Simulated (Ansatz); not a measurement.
WAu:

```
W Au
1.0
     0.00000    2.74798    2.74798
     2.74798    0.00000    2.74798
     2.74798    2.74798    0.00000
W Au
1 1
Direct
  0.00000 0.00000 0.00000
  0.75000 0.75000 0.75000
```

The cell was built by a generator and needn't be a form met in nature.

Program: Ansatz 0.2.0. Alike in all runs: potentials or basis Ansatz PAW; cell as given.

Order these runs on this cell by their pressure, lowest first.
A. level RPBE; spin off; k mesh 8 × 8 × 8; cutoff (eV) 420; smearing fermi-dirac 0.05 eV; points for each segment of the path 14
B. level BLYP; spin off; k mesh 8 × 8 × 8; cutoff (eV) 420; smearing fermi-dirac 0.05 eV; points for each segment of the path 14
C. level PBEsol; spin SOC, no magnetisation; k mesh 6 × 6 × 6; cutoff (eV) 420; smearing fermi-dirac 0.05 eV; points for each segment of the path 14
D. level PBE; spin off; k mesh 8 × 8 × 8; cutoff (eV) 420; smearing gaussian 0.024 eV
E. level r2SCAN; spin SOC, no magnetisation; k mesh 6 × 6 × 6; cutoff (eV) 500; smearing fermi-dirac 0.05 eV; points for each segment of the path 14

C (25.5 GPa), E (28.5 GPa), D (32.7 GPa), A (35.6 GPa), B (40.7 GPa).

Caveats: a pressure of tens of GPa on the cell as given is suspect, and the run, the potentials or the cell itself is likely at fault (some runs); the PAW data sets come from PBE, with cores solved anew for the run's functional, which leaves a small shift of forces and pressure (some runs); so large a pressure means that the cell lies far from this level's equilibrium, or that cutoff or potentials fall short (some runs).
